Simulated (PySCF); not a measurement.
# FPrS (Pr(S)(F)+): the cost of one run

Computed with PySCF 2.14.0. Level: several levels, as the steps say, no spin–orbit coupling.

1 further run of the same task is left out (for a known fault of the program).

### Step 1. Starting geometry

3 atoms, charge 1, spin multiplicity 1.

Bond lengths: Pr1–S2 2.262 Å, Pr1–F3 1.974 Å. Angles: S2–Pr1–F3 102.3°.

Geometry (Å):

| atom | x (Å) | y (Å) | z (Å) |
| --- | --- | --- | --- |
| Pr1 | -0.18398 | 0.00000 | -0.52987 |
| S2 | 1.61763 | 0.00000 | 0.83785 |
| F3 | -1.68518 | 0.00000 | 0.75242 |

Formal oxidation states: Pr +4. Each metal's 1 4f electrons lie in its core potential, so multiplicities, spins and levels count the valence alone. An earlier session relaxed this geometry at PBE0, Pr lcecp-2-SVP with ECP47, S def2-SVP, F def2-SVP (singlet, point group Cs).

At PBE0 on the finer grid: E = -536.693635 Eh, frontier levels not given, since the 4f levels lie in the core, Mulliken charge on Pr1 +1.34 e, largest force component 0.006 eV/Å. 

Levels to run: M06-L; TPSS; PBE0, TZVP. Hardware: 2 threads of Arm Neoverse V1, shared host.

### Step 2. M06-L

Input file run.py (the lines that set the calculation):

```python
mol = gto.M(atom='''
Pr    -0.18398     0.00000    -0.52987
S      1.61763     0.00000     0.83785
F     -1.68518     0.00000     0.75242''',
    basis={'Pr': 'lcecp-2-SVP', 'S': 'def2-SVP', 'F': 'def2-SVP'},
    ecp={'Pr': 'lcecp-2-SVP'},
    charge=1, spin=0)
mf = dft.RKS(mol, xc='M06L')
mf.grids.atom_grid = (75, 302)  # f atoms: unpruned, at least (60, 302)
mf = mf.density_fit()  # fitting sets: Pr AutoAux, S def2-universal-JKFIT, F def2-universal-JKFIT
mf.conv_tol = 1e-08; mf.max_cycle = 55
mf.kernel(dm0)  # dm0: the density of the relaxed state
```

Run with:

```console
$ OMP_NUM_THREADS=2 python run.py
```

**Question.** How long does this run take on 2 threads of Arm Neoverse V1, shared host?

About 2.7 s.
